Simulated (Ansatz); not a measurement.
**MgZn2 (Fd-3m): scan of one input key**

Aim: a scan of one input key, for MgZn2 (Fd-3m), run from a script.

All numbers are computed with the Python package of Ansatz 0.2.0. Level of theory: DFT r2SCAN, plane waves, PAW.

## Step 1: The system

It takes space group Fd-3m (No. 227, cubic). Conventional cell: a = 7.284 Å, b = 7.284 Å, c = 7.284 Å, α = 90.00°, β = 90.00°, γ = 90.00°. Around Mg (site symmetry -43m) lie 12 Zn at 3.02 Å and 4 Mg at 3.15 Å. Around Zn (site symmetry -3m) lie 6 Zn at 2.58 Å.

The script holds or builds the structure itself.

## Step 2: The code

Input file mgzn2_edit.py:

```python
"""Keys set on an Input object, for MgZn2."""

import ansatz as az

mgzn2 = (
    az.Lattice.from_parameters(5.150636, 5.150636, 5.150636, alpha=60.0, beta=60.0, gamma=60.0)
    .atom("Mg", (0.75, 0.75, 0.75))
    .atom("Mg", (0.5, 0.5, 0.5))
    .atom("Zn", (0.125, 0.125, 0.125))
    .atom("Zn", (0.625, 0.125, 0.125))
    .atom("Zn", (0.125, 0.125, 0.625))
    .atom("Zn", (0.125, 0.625, 0.125))
)

base = (
    mgzn2.calculation()
    .kpoints(6, center="gamma")
    .occupations("Marzari-Vanderbilt", width=150 * az.meV)
    .functional("r2scan")
    .band_table()
)
typed = base.input()
rows = []
for value in [2, 5, 10]:
    edited = typed.set(az.key.scf.mixing.ndim, value)
    data = az.Session.from_dict(edited).plan().execute().report
    rows.append((value, data["free_energy_ev"], data["n_iterations"], len(data["eigenvalues_ev"][0]) if "eigenvalues_ev" in data else 0))
print("       history            F eV      iterations    bands listed")
for row in rows:
    print(f"{str(row[0]):>14s}  {row[1]:14.5f}  {row[2]:14d}  {row[3]:14d}")
```

## Step 3: The input behind the calls

The engine receives this input (first run):

```yaml
crystal:
  lattice:
    a: 5.150636
    b: 5.150636
    c: 5.150636
    alpha: 60.0
    beta: 60.0
    gamma: 60.0
  atoms:
    - { symbol: Mg, position: [0.75, 0.75, 0.75] }
    - { symbol: Mg, position: [0.5, 0.5, 0.5] }
    - { symbol: Zn, position: [0.125, 0.125, 0.125] }
    - { symbol: Zn, position: [0.625, 0.125, 0.125] }
    - { symbol: Zn, position: [0.125, 0.125, 0.625] }
    - { symbol: Zn, position: [0.125, 0.625, 0.125] }
kpoints:
  mp_grid:
    grid: [6, 6, 6]
    shift: [0.0, 0.0, 0.0]
hamiltonian:
  xc: r2scan
scf:
  occupations:
    method: cold
    width: 0.15
  mixing:
    ndim: 2
output:
  eigenvalues: true
```

## Step 4: Running it

Run with:

```sh
> python mgzn2_edit.py
```

**Question.** What results will this script give? Wanted: last run but one, from the last.

The runs gave:

| quantity | value |
| --- | --- |
| runs compared | 3 |
| last run but one, from the last | +0.00 meV/atom |
| within 5 meV/atom of the last run from | 2 |

**Reading.** This key steers the way to self-consistency, not the converged energy. For a metal this k-point mesh is coarse: on a finer one energies can move by several to tens of meV an atom and pressures by half a GPa or more, differences at one mesh by less. This cell is a computed structure, which may not be the phase found in nature.
